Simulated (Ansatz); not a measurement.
# LaWI: the cost of one run

Program: Ansatz 0.2.0. Level of theory: DFT PBE, scalar-relativistic, plane waves, PAW. These are calculated values, not measurements.

2 further runs of the same task are left out: 1 that didn't finish, 1 set aside as unsound or not needed.

## Step 1: The structure to begin with

It takes space group Pmmn (No. 59, orthorhombic). The conventional cell has a = 4.157 Å, b = 4.172 Å, c = 9.342 Å, α = 90.00°, β = 90.00°, γ = 90.00°. La (site symmetry mm2) has 5 W at 3.08 to 3.23 Å and 4 I at 3.32 to 3.34 Å as nearest neighbours. W (site symmetry mm2) is surrounded by 5 La at 3.08 to 3.23 Å. I (site symmetry mm2) is surrounded by 4 I at 2.94 Å and 4 La at 3.32 to 3.34 Å.

Coordinates:

```
La W I
1.0
     4.15722    0.00000    0.00000
     0.00000    4.17176    0.00000
     0.00000    0.00000    9.34168
La W I
2 2 2
Direct
  0.50000 0.00000 0.72193
  0.00000 0.50000 0.27807
  0.50000 0.00000 0.37565
  0.00000 0.50000 0.62435
  0.00000 0.00000 0.00165
  0.50000 0.50000 0.99835
```

The cell is invented: species swapped into a database cell of ErAsSe (Pmmn, No. 59), with La on the Er sites, I on the As sites and W on the Se sites. The dimensions are guesses.

## Step 2: The guess as it stands, on a coarse mesh

Contents of input.yaml:

```yaml
crystal:
  lattice:
    - [4.15721916, 0.0, 0.0]
    - [0.0, 4.17175935, 0.0]
    - [0.0, 0.0, 9.34168247]
  atoms:
    - { symbol: La, position: [0.5, 0.0, 0.72193401] }
    - { symbol: La, position: [0.0, 0.5, 0.27806599] }
    - { symbol: W, position: [0.5, 0.0, 0.37564798] }
    - { symbol: W, position: [0.0, 0.5, 0.62435202] }
    - { symbol: I, position: [0.0, 0.0, 0.00164999] }
    - { symbol: I, position: [0.5, 0.5, 0.99835001] }
basis:
  ecutwfc: 420
kpoints:
  mp_grid: { grid: [4, 4, 2] }
hamiltonian:
  xc: pbe
scf:
  occupations: { method: gaussian, width: 0.1 }
  lower_state_search: "off"
output:
  forces: true
  stress: true
  eigenvalues: true
```

On the command line:

```bash
$ ansatz run input.yaml --threads 1 --pin off --max-ram 2560MiB --backend cpu --events-out ev --progress --plain --runs-dir out
```

**Question.** How long does this run take on 1 thread of Intel Xeon 6975P-C (Granite Rapids), shared host, and how much memory does it need?

About 5.6 s, with a peak of 0.55 GiB.
